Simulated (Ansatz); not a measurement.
**C4H3F3: basis-set convergence**

One table from this session's results is given with a row withheld; the runs are named, their logs left out.

Computed with Ansatz 0.2.0, Gaussian basis. Level: one geometry, several basis sets.

Plan: PBE0-D4/def2-SVP; ωB97M-V/def2-SVP; PBE0-D4/def2-QZVPP; ωB97M-V/def2-QZVPP; the functionals' def2-TZVPP values are taken from earlier runs.

## The relaxed structure

An earlier PBE0-D4 in a triple-zeta def2 set relaxation fixed the geometry.

SMILES `F/C=C\C=C(F)F`, 10 atoms, charge 0, spin multiplicity 1.

Atoms are counted from 1 here; the program's logs count them from 0.

Bond lengths: F1–C2 1.338 Å, C2–C3 1.327 Å, C2–H8 1.082 Å, C3–C4 1.442 Å, C3–H9 1.083 Å, C4–C5 1.325 Å, C4–H10 1.081 Å, C5–F6 1.314 Å, C5–F7 1.311 Å. Angles: F1–C2–C3 122.0°, F1–C2–H8 112.7°, C3–C2–H8 125.3°, C2–C3–C4 124.3°, C2–C3–H9 116.6°, C4–C3–H9 119.1°, C3–C4–C5 123.1°, C3–C4–H10 120.0°, C5–C4–H10 116.8°, C4–C5–F6 125.2°, C4–C5–F7 124.7°, F6–C5–F7 110.1°.

Geometry (Å):

```mol
C4H3F3
  3D, bonds by distance, orders not assigned

 10  9  0  0  0  0  0  0  0  0999 V2000
    1.0789   -2.2715    0.1991 F   0  0
    0.2943   -1.5412    0.9992 C   0  0
   -0.1466   -0.3405    0.6459 C   0  0
    0.1605    0.3007   -0.6089 C   0  0
   -0.2927    1.5009   -0.9389 C   0  0
   -1.0646    2.2516   -0.1864 F   0  0
   -0.0331    2.1119   -2.0698 F   0  0
    0.0747   -2.0376    1.9355 H   0  0
   -0.7766    0.1748    1.3604 H   0  0
    0.7884   -0.2000   -1.3331 H   0  0
  1  2  8  0
  2  3  8  0
  3  4  8  0
  4  5  8  0
  5  6  8  0
  5  7  8  0
  2  8  8  0
  3  9  8  0
  4 10  8  0
M  END
```

Set-up of the first run:

in.yaml

```yaml
crystal:
  periodic: [false, false, false]
  atoms:
    - {symbol: F, position_ang: [1.078872, -2.271456, 0.199065]}
    - {symbol: C, position_ang: [0.294341, -1.541180, 0.999210]}
    - {symbol: C, position_ang: [-0.146586, -0.340490, 0.645860]}
    - {symbol: C, position_ang: [0.160478, 0.300687, -0.608878]}
    - {symbol: C, position_ang: [-0.292731, 1.500872, -0.938900]}
    - {symbol: F, position_ang: [-1.064552, 2.251630, -0.186407]}
    - {symbol: F, position_ang: [-0.033142, 2.111875, -2.069759]}
    - {symbol: H, position_ang: [0.074694, -2.037577, 1.935484]}
    - {symbol: H, position_ang: [-0.776583, 0.174755, 1.360386]}
    - {symbol: H, position_ang: [0.788407, -0.200018, -1.333062]}
basis:
  gaussian: {orbitals: def2-SVP}
hamiltonian: {xc: pbe0, dispersion: d4}
output: {orbitals: {seedname: orbitals}}
```

Started as:

```bash
ansatz run in.yaml --threads 4 --pin off --events-out ev --progress --plain --max-ram 10444MiB
```

Steps of the session up to this table: PBE0-D4 in def2-SVP; ωB97M-V in def2-SVP; PBE0-D4 in def2-QZVPP; ωB97M-V in def2-QZVPP.

One table of the session follows, with a row left open; its other results are not shown here.

It belongs to the step «Functionals by basis». 

| functional | basis | HOMO (eV) |
| --- | --- | --- |
| PBE0-D4 | def2-SVP | -6.61 |
| PBE0-D4 | def2-TZVPP | ? |
| PBE0-D4 | def2-QZVPP | -6.75 |
| ωB97M-V | def2-SVP | -8.68 |
| ωB97M-V | def2-TZVPP | -8.81 |
| ωB97M-V | def2-QZVPP | -8.85 |

Estimate the missing values for PBE0-D4, def2-TZVPP.

**Answer.** HOMO (eV): -6.71. In the column «HOMO (eV)» it lies between PBE0-D4, def2-QZVPP (-6.75) and PBE0-D4, def2-SVP (-6.61).
